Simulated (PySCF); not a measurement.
# The bond of IO, level by level

What are the lowest state that PBE0 finds, the bond length, vibrational wavenumber and bond energy of IO, and how much do these hang on the method?

Program: PySCF 2.14.0. Level of theory: I cc-pVTZ-PP with ECP28, O cc-pVTZ, scalar-relativistic core potentials. These are calculated values, not measurements.

**1. Set-up**

A driver script around PySCF takes these settings:

```json
{
 "atoms": "I, O",
 "charge": "0",
 "basis": "I cc-pVTZ-PP with ECP28, O cc-pVTZ",
 "Hamiltonian": "scalar-relativistic core potentials",
 "basis functions": "69",
 "electrons treated": "33",
 "masses in u": "126.9045, 15.9949",
 "levels": "PBE0, PBE, r²SCAN, B97-3, PBEsol, BLYP, HF, MP2, SCS-MP2, CCSD, CCSD(T)",
 "grid": "80 radial by 434 angular points",
 "occupations": "held fixed by the projection of orbital angular momentum",
 "dissociation limit": "I + O, each in its ground configuration",
 "starting distance in angstrom": "1.910",
 "values of 2S to try": "1, 3"
}
```

Command:

```sh
OMP_NUM_THREADS=1 python dia.py task.json out
```

The runs that follow: PBE0 along the bond; Other states along the same grid; PBE (GGA); r²SCAN; B97-3 (global hybrid GGA); PBEsol (GGA); BLYP (GGA); UHF (mean field); MP2 and coupled cluster.

**Question.** What will these runs give? Wanted: for each run, Re; ωe; De; μ.

**Answer**, as computed:

Lowest PBE0 solution found, without spin–orbit coupling: ²Π (doublet), unpaired electrons π ↑. State 2 has its PBE0 minimum 1.75 eV higher. The other levels ran on the lowest alone.

```csv
level,Re (Å),ωe (cm⁻¹),De (eV),μ (D)
UHF-CCSD,1.896,663,1.91,n/a
UHF-CCSD(T),1.899,657,2.15,n/a
PBE,1.903,677,3.11,-2.39
PBEsol,1.888,702,3.43,-2.41
BLYP,1.925,646,2.94,-2.44
r²SCAN,1.894,681,2.63,-2.25
PBE0,1.883,689,2.42,-2.26
B97-3,1.885,688,2.41,-2.36
```

De is counted to I + O in their ground configurations. A positive dipole means I(−)O(+). No constants: UHF (too few points lie around the minimum); UHF-MP2 (the points don't follow one smooth fit); UHF-SCS-MP2 (the points don't follow one smooth fit).

**Reading.** The methods spread over 0.042 Å in bond length, from PBE0 to BLYP. Of the levels with a De here, UHF-CCSD gives the least (1.91 eV) and PBEsol the most (3.43 eV).

Correlated steps freeze 5 core orbitals. These are scalar-relativistic numbers at best; spin–orbit coupling would shift them, the dissociation energy most. T1 is 0.042 near the minimum (highest on the curve 0.051), which may point to more than one leading configuration. With spin–orbit coupling the term label itself may not hold.
